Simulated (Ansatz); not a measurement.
Relaxation of a periodic cell of 17 atoms, Rb16N (host Rb, host structure bcc, interstitial N), to a largest force component of 0.03 eV/Å in at most 60 steps.

These are results of DFT PBE, scalar-relativistic, plane waves, PAW in Ansatz, not measurements. Settings: cutoff 420 eV, k mesh 2x2x2, fermi-dirac smearing 0.05 eV, no spin polarisation.

```xyz
17
Lattice="11.1800 0.0000 0.0000 0.0000 11.1800 0.0000 0.0000 0.0000 11.1800" Properties=species:S:1:pos:R:3
Rb 0.000 0.000 0.000
Rb 5.590 0.000 0.000
Rb 0.000 5.590 0.000
Rb 0.000 0.000 5.590
Rb 2.795 2.795 2.795
Rb 5.590 5.590 0.000
Rb 5.590 0.000 5.590
Rb 8.385 2.795 2.795
Rb 0.000 5.590 5.590
Rb 2.795 8.385 2.795
Rb 2.795 2.795 8.385
Rb 5.590 5.590 5.590
Rb 8.385 8.385 2.795
Rb 8.385 2.795 8.385
Rb 2.795 8.385 8.385
Rb 8.385 8.385 8.385
N 1.341 8.464 0.004
```

Problem. Where does it end, and by what steps?

Solution. The run converged. The force dipped under the threshold on the way, but the program's further checks kept it going. Limits of this set-up: coarse k mesh, odd electron count without spin, a small cell, in which the defect meets its images, a typed lattice constant that wasn't relaxed here. After 12 steps the energy has fallen by 1.201 eV; N17 moved furthest, 1.26 Å. Joined: Rb13–N17 (4.99 → 2.91 Å), Rb16–N17 (4.99 → 2.91 Å).

```json
{"step": "0", "energy less start (eV)": "0.0000", "largest force component (eV/Å)": "0.565", "accepted": "yes"}
{"step": "1", "energy less start (eV)": "-0.3609", "largest force component (eV/Å)": "0.488", "accepted": "yes"}
{"step": "2", "energy less start (eV)": "-0.6700", "largest force component (eV/Å)": "0.228", "accepted": "yes"}
{"step": "3", "energy less start (eV)": "-0.7220", "largest force component (eV/Å)": "0.114", "accepted": "yes"}
{"step": "4", "energy less start (eV)": "-0.7531", "largest force component (eV/Å)": "0.058", "accepted": "yes"}
{"step": "5", "energy less start (eV)": "-0.7953", "largest force component (eV/Å)": "0.163", "accepted": "yes"}
{"step": "6", "energy less start (eV)": "-0.8669", "largest force component (eV/Å)": "0.278", "accepted": "yes"}
{"step": "7", "energy less start (eV)": "-0.9686", "largest force component (eV/Å)": "0.335", "accepted": "yes"}
{"step": "8", "energy less start (eV)": "-1.0796", "largest force component (eV/Å)": "0.245", "accepted": "yes"}
{"step": "9", "energy less start (eV)": "-1.1788", "largest force component (eV/Å)": "0.089", "accepted": "yes"}
{"step": "10", "energy less start (eV)": "-1.1989", "largest force component (eV/Å)": "0.014", "accepted": "yes"}
{"step": "11", "energy less start (eV)": "-1.1989", "largest force component (eV/Å)": "0.014", "accepted": "yes"}
{"step": "12", "energy less start (eV)": "-1.2007", "largest force component (eV/Å)": "0.005", "accepted": "yes"}
```

```xyz
17
Lattice="11.1800 0.0000 0.0000 0.0000 11.1800 0.0000 0.0000 0.0000 11.1800" Properties=species:S:1:pos:R:3
Rb 0.085 0.070 0.000
Rb 5.672 -0.075 0.000
Rb 0.082 5.531 0.000
Rb 0.061 -0.042 5.590
Rb 2.992 2.801 2.898
Rb 5.674 5.674 0.000
Rb 5.681 -0.406 5.590
Rb 8.345 2.798 2.881
Rb 0.058 5.640 5.590
Rb 2.139 8.388 2.072
Rb 2.992 2.801 8.282
Rb 5.683 6.005 5.590
Rb 9.197 8.391 2.059
Rb 8.345 2.798 8.299
Rb 2.138 8.388 9.109
Rb 9.197 8.391 9.121
N 0.079 8.390 0.000
```

Whether the end is a true minimum wasn't checked by a vibrational analysis.

Time of the run: 99 s on 4 threads of AMD EPYC 9R14 (Zen 4), on a shared host, peak memory 3 GiB.
